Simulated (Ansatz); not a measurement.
# C3HF5O: basis-set convergence

An exercise on one series of results from a longer session: the logs are not shown, and one member is left open.

Program: Ansatz 0.2.0, Gaussian basis. Level of theory: one geometry, several basis sets. These are calculated values, not measurements.

The runs, in order: PBE0-D4/def2-SVP; ωB97M-V/def2-SVP; PBE0-D4/def2-QZVPP; ωB97M-V/def2-QZVPP; the functionals' def2-TZVPP values are taken from earlier runs.

## The geometry

An earlier PBE0-D4 in a triple-zeta def2 set relaxation fixed the geometry.

SMILES `F[C@@H]1O[C@@]1(F)C(F)(F)F`, 10 atoms, charge 0, spin multiplicity 1.

Atoms are counted from 1 here; the program's logs count them from 0.

Bond lengths: F1–C2 1.334 Å, C2–O3 1.401 Å, C2–C4 1.454 Å, C2–H10 1.085 Å, O3–C4 1.386 Å, C4–F5 1.335 Å, C4–C6 1.519 Å, C6–F7 1.332 Å, C6–F8 1.329 Å, C6–F9 1.328 Å. Angles: F1–C2–O3 115.5°, F1–C2–C4 117.8°, F1–C2–H10 112.5°, O3–C2–C4 58.0°, O3–C2–H10 116.8°, C4–C2–H10 125.0°, C2–O3–C4 62.9°, C2–C4–O3 59.1°, C2–C4–F5 119.4°, C2–C4–C6 124.5°, O3–C4–F5 116.2°, O3–C4–C6 116.6°, F5–C4–C6 111.0°, C4–C6–F7 109.9°, C4–C6–F8 110.4°, C4–C6–F9 110.9°, F7–C6–F8 108.5°, F7–C6–F9 108.5° and more.

As a file:

```mol
C3HF5O
  3D, bonds by distance, orders not assigned

 10 10  0  0  0  0  0  0  0  0999 V2000
   -1.9294    1.5989   -0.1297 F   0  0
   -1.2194    0.5642    0.3243 C   0  0
   -0.1476    0.8895    1.1661 O   0  0
    0.1633    0.4487   -0.1104 C   0  0
    0.6678    1.3623   -0.9427 F   0  0
    0.9276   -0.8603   -0.2112 C   0  0
    0.3370   -1.7898    0.5378 F   0  0
    0.9524   -1.2861   -1.4701 F   0  0
    2.1785   -0.7112    0.2096 F   0  0
   -1.8471   -0.2672    0.6293 H   0  0
  1  2  8  0
  2  3  8  0
  3  4  8  0
  4  5  8  0
  4  6  8  0
  6  7  8  0
  6  8  8  0
  6  9  8  0
  2 10  8  0
  2  4  8  0
M  END
```

The first run:

Contents of in.yaml:

```yaml
crystal:
  periodic: [false, false, false]
  atoms:
    - {symbol: F, position_ang: [-1.929353, 1.598898, -0.129656]}
    - {symbol: C, position_ang: [-1.219427, 0.564165, 0.324319]}
    - {symbol: O, position_ang: [-0.147592, 0.889528, 1.166093]}
    - {symbol: C, position_ang: [0.163335, 0.448729, -0.110414]}
    - {symbol: F, position_ang: [0.667844, 1.362270, -0.942670]}
    - {symbol: C, position_ang: [0.927639, -0.860344, -0.211247]}
    - {symbol: F, position_ang: [0.336951, -1.789773, 0.537753]}
    - {symbol: F, position_ang: [0.952388, -1.286067, -1.470086]}
    - {symbol: F, position_ang: [2.178470, -0.711206, 0.209583]}
    - {symbol: H, position_ang: [-1.847056, -0.267199, 0.629323]}
basis:
  gaussian: {orbitals: def2-SVP}
hamiltonian: {xc: pbe0, dispersion: d4}
output: {orbitals: {seedname: orbitals}}
```

Command:

```console
$ ansatz run in.yaml --threads 4 --pin off --events-out ev --progress --plain --max-ram 11315MiB
```

Among the steps run: PBE0-D4 in def2-SVP; ωB97M-V in def2-SVP; PBE0-D4 in def2-QZVPP; ωB97M-V in def2-QZVPP.

One table of the session follows, with a row left open; its other results are not shown here.

It belongs to the step «Density functionals: the series». 

```
functional       basis  HOMO (eV)  LUMO (eV)
   PBE0-D4    def2-SVP      -9.52       1.79
   PBE0-D4  def2-TZVPP      -9.64       1.42
   PBE0-D4  def2-QZVPP      -9.69       0.90
   ωB97M-V    def2-SVP          ?          ?
   ωB97M-V  def2-TZVPP     -12.02       3.14
   ωB97M-V  def2-QZVPP     -12.07       1.99
```

**Question.** Estimate the row for ωB97M-V, def2-SVP.

As computed: HOMO (eV): -11.86; LUMO (eV): 3.91. In the column «HOMO (eV)» it lies between ωB97M-V, def2-TZVPP (-12.02) and PBE0-D4, def2-QZVPP (-9.69).
